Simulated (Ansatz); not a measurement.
**CH₂Br− (SMILES [CH2-]Br): single points off equilibrium**

An exercise on one series of results from a longer session: the logs are not shown, and one member is left open.

Computed with Ansatz 0.2.0, Gaussian basis. Level: single points in def2-TZVPPD.

Correlated methods freeze the cores. Filled d shells of the heavier atoms are correlated.

### The starting structure

SMILES `[CH2-]Br`, 4 atoms, charge -1, spin multiplicity 1.

Atoms are counted from 1 here; the program's logs count them from 0.

Bond lengths: C1–Br2 2.063 Å, C1–H3 1.119 Å, C1–H4 1.068 Å. Angles: Br2–C1–H3 104.4°, Br2–C1–H4 96.6°, H3–C1–H4 108.4°.

Coordinates:

```xyz
4
CH2Br
C    -0.4083   -0.3118   -0.0391
Br    0.2087    1.4659    0.8060
H    -0.2171   -0.1810   -1.1336
H     0.3709   -0.9182    0.3690
```

The first run:

Contents of run/in.yaml:

```yaml
crystal:
  periodic: [false, false, false]
  atoms:
    - {symbol: C, position_ang: [-0.408300, -0.311800, -0.039100]}
    - {symbol: Br, position_ang: [0.208700, 1.465900, 0.806000]}
    - {symbol: H, position_ang: [-0.217100, -0.181000, -1.133600]}
    - {symbol: H, position_ang: [0.370900, -0.918200, 0.369000]}
basis:
  gaussian: {orbitals: "def2-TZVPPD.json"}
total_charge: -1
correlation: {method: ccsd_t}
output: {forces: true}
```

The basis file named in the input lies beside it (Basis Set Exchange, JSON).

The command line of these runs was not kept.

Among the steps run: CCSD(T)/def2-TZVPPD; PBE0-D4/def2-TZVPPD; wB97M-V/def2-TZVPPD; r2SCAN-D4/def2-TZVPPD; PBE-D4/def2-TZVPPD; r2SCANh-D4/def2-TZVPPD; wB97X-V/def2-TZVPPD.

One of the session's tables, all rows but one given; the rest of the session is left out.

```
    method  RMS force component (eV/Å)  angle to CCSD(T) forces (°)
   CCSD(T)                       0.555                    reference
   PBE0-D4                       0.550                          6.4
   wB97M-V                       0.520                          6.5
 r2SCAN-D4                           ?                            ?
    PBE-D4                       0.623                         10.5
r2SCANh-D4                       0.548                          2.8
   wB97X-V                       0.545                          5.4
```

**Question.** Estimate the row for r2SCAN-D4.

As computed: RMS force component (eV/Å): 0.569; angle to CCSD(T) forces (°): 3.6. In the column «RMS force component (eV/Å)» it lies between CCSD(T) (0.555) and PBE-D4 (0.623).

Limits of these values: The anion's highest level is positive in at least one run, so there the basis alone may hold the extra electron.
